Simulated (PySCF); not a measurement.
# C₆H₇B₂F: electronic excitations

What electronic excitations should C₆H₇B₂F (`F/C1=C/C=C\C=C/BB1`) show?

Programs: PySCF 2.14.0, with density-fitted response routines of our own. Each step states its level of theory. These are calculated values for one molecule in the gas phase, unless marked as measured. Atoms count from 0, in the outputs and in this text.

### Step 1. The molecule as given

16 atoms, charge 0, multiplicity 1; geometry from: GFN2-xTB.

Bonds of the start (Å): F0–C1 1.35, C1–C2 1.45, C2–C3 1.45, C3–C4 1.34, C4–C5 1.45, C5–C6 1.45, C6–B7 1.51, B7–B8 2.16, B8–C1 1.51, C2–H9 1.08, C3–H10 1.08, C4–H11 1.08, C5–H12 1.08, C6–H13 1.08, B7–H14 1.17, B8–H15 1.17.

### Step 2. Ultraviolet spectrum: B3LYP/def2-SVPD

The job: settings as JSON, then the geometry in Å.

```
{"job": {"kind": "uv", "xc": "B3LYP", "basis": "def2-SVPD", "nstates": 8, "ntriplets": 3}, "charge": 0, "multiplicity": 1}
F      2.595059     0.664799     0.601817
C      1.310769     0.303079     0.389410
C      1.046423    -0.421418    -0.835895
C      0.103327    -1.526347    -0.778170
C     -0.929635    -1.441619     0.069196
C     -1.225357    -0.167724     0.699043
C     -0.986209     1.050880    -0.058563
B      0.290178     1.103210    -0.863812
B      0.128294     0.695521     1.246110
H      1.903240    -0.564384    -1.485177
H      0.283926    -2.387165    -1.400889
H     -1.582974    -2.275427     0.270019
H     -2.090781    -0.169588     1.352211
H     -1.714367     1.843079     0.043059
H      0.717172     1.986608    -1.492813
H      0.143333     1.315441     2.233044
```

Method: TDDFT B3LYP/def2-SVPD, vertical, gas phase, core orbitals frozen in the response.

Started as:

```
OMP_NUM_THREADS=1 python probes_run.py task.json out
```

The driver reads the jobs from task.json and runs them one after another.

What will the session give for the following? lowest singlet (B3LYP/def2-SVPD); brightest single state of those computed; lowest triplet. Wanted: lowest singlet; brightest single state of those computed; lowest triplet.

As calculated:

```
                                quantity                        value
        lowest singlet (B3LYP/def2-SVPD)  3.63 eV (342 nm), f = 0.026
brightest single state of those computed  state 8, 6.36 eV, f = 0.145
                          lowest triplet                      2.97 eV
```

The lowest singlet, at 3.63 eV, is HOMO→LUMO 0.98 and is weak; of the 8 states computed, the strongest absorption comes from state 8 at 6.36 eV (the last computed, so partners may be missing). The lowest triplet lies 0.66 eV below the lowest singlet (triplets in Tamm-Dancoff, singlets in full TDDFT).
